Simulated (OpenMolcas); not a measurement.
# Rh³⁺ among point charges: CASSCF and CASPT2 levels and susceptibility

Aim: the splitting of the states of Rh³⁺ in the field of 5 point charges, its lowest levels with spin-orbit coupling and its magnetic susceptibility.

The numbers are computed with OpenMolcas 26.06 (state-averaged CASSCF and CASPT2, spin-orbit coupling by RASSI with atomic mean-field integrals), except any that are marked as measured or tabulated.

### Step 1. The system

* Species: Rh³⁺ (rhodium, Z = 45, 42 electrons)
* Basis: ANO-RCC-VDZP [6s5p3d1f], 43 functions
* Scalar Hamiltonian: DKH2, point nucleus
* Inactive shells: 1s 2s 2p 3s 3p 3d 4s 4p
* Active space: 6 electrons in 5 orbitals (4d)
* Some configurations of this space: 4d⁶
* Orbitals: optimised for each spin and parity, averaged over all roots

Outer shells as boxes (Hund's rule):

4d6
```
4d [↑↓][↑ ][↑ ][↑ ][↑ ]
```

The ion sits among 5 point charges of -2 e arranged as a trigonal bipyramid (D3h), 2.26 Å from the ion, with the axial distance 2.237 Å.

Each step is its own input file, run in one work folder so that later steps find the files of earlier ones. Labels, J, g values, rates, χT and fits are worked out afterwards by a script from the matrices that RASSI stores.

### Step 2. GATEWAY and SEWARD: basis and integrals

a.inp reads:

```
&GATEWAY
Coord
1

Rh 0.0 0.0 0.0
Basis=ANO-RCC-VDZP
Group=NoSym
NoMove
AngMom=0.0 0.0 0.0
AMFI
XField
5 Angstrom 0
2.260000 0.000000 0.000000 -2.000000
-1.130000 1.957217 0.000000 -2.000000
-1.130000 -1.957217 0.000000 -2.000000
0.000000 0.000000 2.237400 -2.000000
0.000000 0.000000 -2.237400 -2.000000
&SEWARD
```

Started as:

```sh
> OMP_NUM_THREADS=1 MOLCAS_MEM=1689 MOLCAS_PROJECT=a pymolcas a.inp > a.log
```

### Step 3. CASSCF: quintets, 5 roots

a.inp reads:

```
&RASSCF
FileOrb=start.orb
Symmetry=1
Spin=5
nActEl=6 0 0
Inactive=18
Ras2=5
CIRoot=5 5 1
SDav=5
CIMx=300
Iter=120 100
PrWF=0.3
OrbListing=Nothing
MaxOrb=0
>>> COPY $Project.JobIph JOB001
```

start.orb holds the contracted functions of the basis, ordered by shell, or the orbitals of the step before.

### Step 4. CASSCF: triplets, 45 roots

a.inp reads:

```
&RASSCF
FileOrb=start.orb
Symmetry=1
Spin=3
nActEl=6 0 0
Inactive=18
Ras2=5
CIRoot=45 45 1
SDav=45
CIMx=300
Iter=120 100
PrWF=0.3
OrbListing=Nothing
MaxOrb=0
>>> COPY $Project.JobIph JOB002
```

### Step 5. Reference wave functions, singlets, 50 roots

a.inp reads:

```
&RASSCF
FileOrb=start.orb
Symmetry=1
Spin=1
nActEl=6 0 0
Inactive=18
Ras2=5
CIRoot=50 50 1
SDav=50
CIMx=300
Iter=120 100
PrWF=0.3
OrbListing=Nothing
MaxOrb=0
>>> COPY $Project.JobIph JOB003
```

### Step 6. RASSI: spin-orbit coupling between the states

a.inp reads:

```
&RASSI
NrOfJobIphs=3 5 45 50
1 2 3 4 5
1 2 3 4 5 6 7 8 9 10 11 12 13 14 15 16 17 18 19 20 21 22 23 24 25 26 27
28 29 30 31 32 33 34 35 36 37 38 39 40 41 42 43 44 45
1 2 3 4 5 6 7 8 9 10 11 12 13 14 15 16 17 18 19 20 21 22 23 24 25 26 27
28 29 30 31 32 33 34 35 36 37 38 39 40 41 42 43 44 45 46 47 48 49 50
IphNames
JOB001
JOB002
JOB003
EJob
SpinOrbit
DIPRint=1.0
SOCoupling=1000.0
Subsets=2
Property=9
'ANGMOM' 1 'ANGMOM' 2 'ANGMOM' 3 'MLTPL  1' 1 'MLTPL  1' 2 'MLTPL  1' 3
'AMFI' 1 'AMFI' 2 'AMFI' 3
SOProperty=3
'ANGMOM' 1 'ANGMOM' 2 'ANGMOM' 3
```

### Step 7. CASPT2: IPEA 0.25, imaginary shift 0.1 (closed shells correlated: 4s 4p)

a.inp reads:

```
>>> COPY JOB001 $Project.JobIph
&CASPT2
Multistate=5 1 2 3 4 5
NoMult
Frozen=14
IPEA=0.25
Imaginary=0.1
MaxIter=60
WThr=0.0 0.3 0.05
PrWF=0.5
NoMix
>>> COPY JOB002 $Project.JobIph
&CASPT2
Multistate=45 1 2 3 4 5 6 7 8 9 10 11 12 13 14 15 16 17 18 19 20 21 22
23 24 25 26 27 28 29 30 31 32 33 34 35 36 37 38 39 40 41 42 43 44 45
NoMult
Frozen=14
IPEA=0.25
Imaginary=0.1
MaxIter=60
WThr=0.0 0.3 0.05
PrWF=0.5
NoMix
>>> COPY JOB003 $Project.JobIph
&CASPT2
Multistate=50 1 2 3 4 5 6 7 8 9 10 11 12 13 14 15 16 17 18 19 20 21 22
23 24 25 26 27 28 29 30 31 32 33 34 35 36 37 38 39 40 41 42 43 44 45 46
47 48 49 50
NoMult
Frozen=14
IPEA=0.25
Imaginary=0.1
MaxIter=60
WThr=0.0 0.3 0.05
PrWF=0.5
NoMix
```

(Steps that only read results are left out.)

**Question.** What will these runs give? Wanted: spin-free ground state; first state of the same spin within the active space; lowest level; next level.

As calculated:

| quantity | value |
| --- | --- |
| method | SS-CASPT2, IPEA 0.25, imaginary shift 0.1 (closed shells correlated: 4s 4p) |
| spin-free ground state | 5E, 2-fold in its orbital part |
| first state of the same spin within the active space | 5E at 905 cm⁻¹ |
| lowest level | 2-fold E, g = 0.00, 0.00, 11.95 |
| next level | 359.4 cm⁻¹ |
| χT at 300 K | 5.33 cm³ K/mol |
| effective moment at 300 K | 6.53 μB |

Cost by method:

| method | time of its own steps | time with the reference |
| --- | --- | --- |
| A. CASSCF | 24 s | 24 s |
| B. SS-CASPT2, IPEA 0.25, imaginary shift 0.1, +4s 4p | 9.2 s | 34 s |

Times are of one thread on a shared host.

**Reading.** The spin-free ground state (5E) comes to 100 % from free-ion D terms and keeps the highest spin of the shell. χT at 300 K is 5.33, against 3.01 cm³ K/mol for the spin alone, so orbital moment adds to it. An active space of the d shell alone favours high spin; real ions in strong fields can be low spin. CASPT2 does not keep the components of a term degenerate, and the means are used. The field of point charges can differ much from that of real complexes. With metal d orbitals alone active, the gaps between spin states are rough; where two lie within a few thousand cm-1, their order is open. This is an electrostatic model: the charges have no orbitals.
